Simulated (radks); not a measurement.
# Nuclear size and the levels of Sr

One table from this session's results is given with a row withheld; the runs are named, their logs left out.

The numbers are computed with radks (a radial shooting solver on a logarithmic mesh, Libxc functionals) version 1 (Dirac Kohn-Sham, PBE, spin-unpolarised, spherical densities, finite nucleus), except any that are marked as measured or tabulated.

## The atom as given

| Property | Result |
| --- | --- |
| element | strontium (Z = 38) |
| charge | 0 |
| electrons | 38 |
| configuration | [Kr] 5s2 |
| nuclear rms radius | 4.224 fm |

Outer shells as boxes (Hund's rule):

Sr
```
[Kr] core
5s [↑↓]
```

Set-up of the first run:

Settings of this run:

```text
Z 38
configuration [Kr] 5s2 4d0 5p0
relativity Dirac
functional pbe,pbe
spin unpolarised
j_filling average
nucleus finite rms 4.224 fm
c 137.035999084
```

Steps of the session up to this table: rms radius 4.224 fm.

One of the session's tables, all rows but one given; the rest of the session is left out.

It belongs to the step «rms radius 4.224 fm». Sizes of the orbitals, from the radial functions (bohr):

| level | <r> | outermost maximum (interpolated) | 90 % within | nodes |
| --- | --- | --- | --- | --- |
| 4s1/2 | 1.357 | 1.19 | 1.99 | 3 |
| 4p1/2 | 1.545 | 1.31 | 2.32 | 2 |
| 4p3/2 | 1.579 | 1.34 | 2.37 | 2 |
| 5s1/2 | ? | ? | ? | ? |
| 5p1/2 | 5.845 | 4.79 | 8.85 | 3 |
| 4d3/2 | 3.505 | 2.10 | 6.08 | 1 |
| 5p3/2 | 5.959 | 4.88 | 9.02 | 3 |
| 4d5/2 | 3.557 | 2.13 | 6.17 | 1 |

**Question.** Estimate the row for 5s1/2.

**Answer.** <r>: 4.333; outermost maximum (interpolated): 3.70; 90 % within: 6.43; nodes: 4. In the column «<r>» it lies between 4d5/2 (3.557) and 5p1/2 (5.845).
